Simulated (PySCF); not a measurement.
# F2O2W (W(O)2(F)2-): the cost of one run

Program: PySCF 2.14.0. Level of theory: PBE0, W def2-SVP with ECP60, O def2-SVP, F def2-SVP; scalar-relativistic core potentials, no spin–orbit coupling. These are calculated values, not measurements.

3 further runs of the same task are left out: 2 for a known fault of the program, 1 that didn't finish. Runs told in other sessions of the task aren't counted.

### Step 1. The starting structure

5 atoms, charge -1, spin multiplicity 2.

Bond lengths: W1–O2 1.510 Å, W1–O3 1.510 Å, W1–F4 1.737 Å, W1–F5 1.737 Å. Angles: O2–W1–O3 109.5°, O2–W1–F4 109.5°, O2–W1–F5 109.5°, O3–W1–F4 109.5°, O3–W1–F5 109.5°, F4–W1–F5 109.5°.

Geometry (Å):

```xyz
5

W     0.0000    0.0000    0.0000
O     0.8716    0.8716    0.8716
O    -0.8716   -0.8716    0.8716
F     1.0030   -1.0030   -1.0030
F    -1.0030    1.0030   -1.0030
```

Formal oxidation states: W +5.

### Step 2. SCF at the start, doublet

The input, run.py (the lines that set the calculation):

```python
mol = gto.M(atom='''
W      0.00000     0.00000     0.00000
O      0.87160     0.87160     0.87160
O     -0.87160    -0.87160     0.87160
F      1.00300    -1.00300    -1.00300
F     -1.00300     1.00300    -1.00300''',
    basis={'W': 'def2-SVP', 'O': 'def2-SVP', 'F': 'def2-SVP'},
    ecp={'W': 'def2-SVP'},
    charge=-1, spin=1)
mf = dft.UKS(mol, xc='PBE0')
mf.grids.atom_grid = (50, 194)
mf = mf.density_fit()  # fitting sets: W def2-universal-JKFIT, O def2-universal-JKFIT, F def2-universal-JKFIT
mf.conv_tol = 1e-08; mf.max_cycle = 55
mf.kernel(dm0)  # dm0: free metal ions and neutral atoms
```

Started as:

```sh
$ OMP_NUM_THREADS=2 python run.py
```

Q: Estimate wall time and peak memory on 2 threads of Arm Neoverse V1, shared host.

About 13 s, with a peak of 0.63 GiB.
